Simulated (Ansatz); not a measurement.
# C₂H₄OSi: how energies converge with the basis set

Aim: see how fast density functionals converge with the basis set for C₂H₄OSi.

The runs use Ansatz 0.2.0, Gaussian basis; one geometry, several basis sets.

Plan: PBE0-D4/def2-SVP; ωB97M-V/def2-SVP; PBE0-D4/def2-QZVPP; ωB97M-V/def2-QZVPP; the functionals' def2-TZVPP values are taken from earlier runs.

## (1) Structure used throughout

The geometry comes from an earlier relaxation with PBE0-D4 in a triple-zeta def2 set; it is a stationary point, not always the lowest conformer.

SMILES `C=C1O[SiH2]1`, 8 atoms, charge 0, spin multiplicity 1.

Atoms are counted from 1 here; the program's logs count them from 0.

Bond lengths: C1–C2 1.318 Å, C1–H5 1.081 Å, C1–H6 1.085 Å, C2–O3 1.402 Å, C2–Si4 1.776 Å, O3–Si4 1.690 Å, Si4–H7 1.477 Å, Si4–H8 1.477 Å. Angles: C2–C1–H5 119.8°, C2–C1–H6 121.2°, H5–C1–H6 119.0°, C1–C2–O3 130.2°, C1–C2–Si4 166.9°, O3–C2–Si4 63.0°, C2–O3–Si4 69.4°, C2–Si4–O3 47.7°, C2–Si4–H7 122.6°, C2–Si4–H8 122.6°, O3–Si4–H7 116.5°, O3–Si4–H8 116.5°, H7–Si4–H8 113.2°.

## (2) PBE0-D4 in def2-SVP

Contents of in.yaml:

```yaml
crystal:
  periodic: [false, false, false]
  atoms:
    - {symbol: C, position_ang: [-0.192482, 1.601689, -0.218418]}
    - {symbol: C, position_ang: [0.005496, 0.322160, 0.026940]}
    - {symbol: O, position_ang: [0.565590, -0.307698, 1.147807]}
    - {symbol: Si, position_ang: [0.105653, -1.450532, -0.009454]}
    - {symbol: H, position_ang: [-0.644613, 1.906910, -1.151791]}
    - {symbol: H, position_ang: [0.090496, 2.361883, 0.501499]}
    - {symbol: H, position_ang: [1.198409, -2.171972, -0.693166]}
    - {symbol: H, position_ang: [-1.036350, -2.319540, 0.340782]}
basis:
  gaussian: {orbitals: def2-SVP}
hamiltonian: {xc: pbe0, dispersion: d4}
output: {orbitals: {seedname: orbitals}}
```

The run is started by

```
> ansatz run in.yaml --threads 2 --pin off --events-out ev --progress --plain --max-ram 4352MiB
```

The program printed:

```text
Functional definition: PBE0
  name "PBE0"
  cite "Adamo & Barone, J. Chem. Phys. 110, 6158 (1999) doi:10.1063/1.478522"
  cite "Perdew, Burke & Ernzerhof, Phys. Rev. Lett. 77, 3865 (1996) doi:10.1103/PhysRevLett.77.3865"
  parent pbe
  parameter a = 0.25
  parameter kappa = 0.804
  parameter beta = 0.06672455060314922
  exchange = (1 - a)*pbe_x(kappa = kappa, mu = beta*pi^2/3) + a*exact_x
  correlation = pbe_c(beta = beta)
887 factors; their error is unknown
mean field evaluation 1: about -12043.0724 eV, gradient 4.6e1 eV
mean field evaluation 2: about -12036.7985 eV, gradient 7.1e1 eV
mean field evaluation 4: about -12048.2165 eV, gradient 5.1e0 eV
mean field evaluation 8: about -12048.3277 eV, gradient 2.0e-1 eV
mean field -12048.32779764 eV, -442.7678799134 hartree, gradient 2.8e-5 eV, S^2 0.000000; 0 other end points of the search recorded, 0 dependent functions left out
reference -12048.32782149 eV, -442.7678807898 hartree; 19, 19 occupied and 61, 61 virtual orbitals, 887 factors
Total energy: -12048.44918968 eV, -442.7723409886 hartree
```

Wall time 0.9 s (2 threads of Arm Neoverse V1, shared host).

## (3) ωB97M-V in def2-SVP

in.yaml, as its differences from that of step 2:

```diff
@@ -13,3 +13,3 @@
   gaussian: {orbitals: def2-SVP}
-hamiltonian: {xc: pbe0, dispersion: d4}
+hamiltonian: {xc: {name: wB97M-V}}
 output: {orbitals: {seedname: orbitals}}
```

Launched as before.

The program printed, shortened:

```text
Functional definition: wB97M-V
  name "wB97M-V"
  cite "Mardirossian & Head-Gordon, J. Chem. Phys. 144, 214110 (2016) doi:10.1063/1.4952647"
  cite "Becke, J. Chem. Phys. 107, 8554 (1997) doi:10.1063/1.475007"
  cite "Vydrov & Van Voorhis, J. Chem. Phys. 133, 244103 (2010) doi:10.1063/1.3521275"
  # Of w^i u^j: cxij and so on, Table III.
[...]
  gx(w, u) = 1 - cx + cx01*u + cx10*w
  gss(w, u) = css00 + css04*u^4 + css10*w + css20*w^2 + css43*w^4*u^3
  gos(w, u) = cos00 + cos10*w + (cos20 + cos21*u)*w^2 + (cos60 + cos61*u)*w^6
[...]
      + integral(e_c_pw_mod_opposite_spin*gos(b97_w_opposite, b97_u_opposite)) + vv10(b, c)
887 factors; their error is unknown
234 factors; integrals over basis functions are off by at most 1.0e-5 eV
[...]
mean field -12054.17568643 eV, -442.9827858625 hartree, gradient 8.6e-5 eV, S^2 0.000000; 0 other end points of the search recorded, 0 dependent functions left out
reference -12054.17572435 eV, -442.9827872560 hartree; 19, 19 occupied and 61, 61 virtual orbitals, 887 factors
Total energy: -12054.17572435 eV, -442.9827872560 hartree
```

Wall time 4 s (2 threads of Arm Neoverse V1, shared host).

## (4) PBE0-D4 in def2-QZVPP

in.yaml, as its differences from that of step 3:

```diff
@@ -12,4 +12,4 @@
 basis:
-  gaussian: {orbitals: def2-SVP}
-hamiltonian: {xc: {name: wB97M-V}}
+  gaussian: {orbitals: "def2-QZVPP.json"}
+hamiltonian: {xc: pbe0, dispersion: d4}
 output: {orbitals: {seedname: orbitals}}
```

The command is unchanged.

The program printed:

```text
Functional definition: PBE0
  name "PBE0"
  cite "Adamo & Barone, J. Chem. Phys. 110, 6158 (1999) doi:10.1063/1.478522"
  cite "Perdew, Burke & Ernzerhof, Phys. Rev. Lett. 77, 3865 (1996) doi:10.1103/PhysRevLett.77.3865"
  parent pbe
  parameter a = 0.25
  parameter kappa = 0.804
  parameter beta = 0.06672455060314922
  exchange = (1 - a)*pbe_x(kappa = kappa, mu = beta*pi^2/3) + a*exact_x
  correlation = pbe_c(beta = beta)
1149 factors; their error is unknown
mean field evaluation 1: about -12049.1900 eV, gradient 5.8e1 eV
mean field evaluation 2: about -12036.4612 eV, gradient 9.5e1 eV
mean field evaluation 4: about -12056.4386 eV, gradient 9.3e0 eV
mean field evaluation 8: about -12056.6207 eV, gradient 2.1e-1 eV
mean field evaluation 16: about -12056.6277 eV, gradient 2.6e-5 eV
mean field -12056.62771259 eV, -443.0728961619 hartree, gradient 2.6e-5 eV, S^2 0.000000; 0 other end points of the search recorded, 0 dependent functions left out
reference -12056.62774980 eV, -443.0728975293 hartree; 19, 19 occupied and 342, 342 virtual orbitals, 1149 factors
Total energy: -12056.74911799 eV, -443.0773577282 hartree
```

Wall time 6.5 s (2 threads of Arm Neoverse V1, shared host); peak memory 0.86 GiB.

## (5) ωB97M-V in def2-QZVPP

in.yaml, as its differences from that of step 4:

```diff
@@ -13,3 +13,3 @@
   gaussian: {orbitals: "def2-QZVPP.json"}
-hamiltonian: {xc: pbe0, dispersion: d4}
+hamiltonian: {xc: {name: wB97M-V}}
 output: {orbitals: {seedname: orbitals}}
```

Same command.

The program printed, shortened:

```text
Functional definition: wB97M-V
  name "wB97M-V"
  cite "Mardirossian & Head-Gordon, J. Chem. Phys. 144, 214110 (2016) doi:10.1063/1.4952647"
  cite "Becke, J. Chem. Phys. 107, 8554 (1997) doi:10.1063/1.475007"
  cite "Vydrov & Van Voorhis, J. Chem. Phys. 133, 244103 (2010) doi:10.1063/1.3521275"
  # Of w^i u^j: cxij and so on, Table III.
[...]
  gx(w, u) = 1 - cx + cx01*u + cx10*w
  gss(w, u) = css00 + css04*u^4 + css10*w + css20*w^2 + css43*w^4*u^3
  gos(w, u) = cos00 + cos10*w + (cos20 + cos21*u)*w^2 + (cos60 + cos61*u)*w^6
[...]
      + integral(e_c_pw_mod_opposite_spin*gos(b97_w_opposite, b97_u_opposite)) + vv10(b, c)
1129 factors; their error is unknown
287 factors; integrals over basis functions are off by at most 8.1e-6 eV
[...]
mean field -12062.62140873 eV, -443.2931604325 hartree, gradient 3.9e-5 eV, S^2 0.000000; 0 other end points of the search recorded, 0 dependent functions left out
reference -12062.62146880 eV, -443.2931626400 hartree; 19, 19 occupied and 342, 342 virtual orbitals, 1129 factors
Total energy: -12062.62146880 eV, -443.2931626400 hartree
```

It took 16 s on 2 threads of Arm Neoverse V1, shared host; peak memory 1.1 GiB.

## (6) Functionals by basis

The def2-TZVPP values come from earlier runs at the same geometry.

```tsv
functional	basis	functions	energy (eV)	from the largest (eV)	HOMO (eV)	LUMO (eV)
PBE0-D4	def2-SVP	80	-12048.4492	8.300	-6.84	-0.58
PBE0-D4	def2-TZVPP	191	-12056.2383	0.511	-6.92	-0.94
PBE0-D4	def2-QZVPP	361	-12056.7491	0.000	-6.95	-1.04
ωB97M-V	def2-SVP	80	-12054.1757	8.446	-9.06	1.39
ωB97M-V	def2-TZVPP	191	-12062.1467	0.475	-9.15	0.82
ωB97M-V	def2-QZVPP	361	-12062.6215	0.000	-9.18	0.58
```

## (7) What came out

```
                                       quantity          value
PBE0-D4: double and triple zeta above quadruple  8.30, 0.51 eV
ωB97M-V: double and triple zeta above quadruple  8.45, 0.47 eV
```

**Reading.** For PBE0-D4 the step from double to triple zeta gains 7.79 eV and the next only 0.51 eV. These are total energies; as a rule much of such shifts cancels in differences, which this series doesn't test. The LUMO of ωB97M-V is positive and keeps falling with the basis (1.39 to 0.58 eV): an unbound level that the basis holds in place.

For PBE0-D4 the largest set took about 7 times as long as the smallest (6.5 s against 0.9 s).
